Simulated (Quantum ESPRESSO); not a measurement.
NbTe:

```
CELL_PARAMETERS angstrom
3.70297 0.00000 0.00000
-1.85149 3.20687 0.00000
0.00000 0.00000 3.69421
ATOMIC_POSITIONS crystal
Te 0.66667 0.33333 0.00000
Nb 0.00000 0.00000 0.50000
```

The cell comes from a database or a generator and needn't be the stable form of this composition.

Base run:

| Item | Value |
| --- | --- |
| Program | Quantum ESPRESSO 7.5 |
| Functional | PBEsol |
| Potentials or basis | GBRV 1.5 PBEsol |
| Cutoff | 612 eV |
| Density cutoff | 4898 eV |
| k mesh | 8 × 8 × 7 |
| Occupations | fermi-dirac, width 0.05 eV |
| Spin | no spin polarisation |
| Hubbard terms | Nb d U = 5 eV |

Its results: band gap on the k mesh none (metal or under the smearing width); pressure -10.7 GPa.

Task: The run is repeated on the same cell with these changes: hubbard terms from Nb d U = 5 eV to Nb d U = 6 eV. What comes out?

Result: Band gap on the k mesh none (metal or under the smearing width); pressure -12.0 GPa.

Caveats: U without spin polarisation on a metal has little footing; the U is typed as a test and isn't derived for this compound.
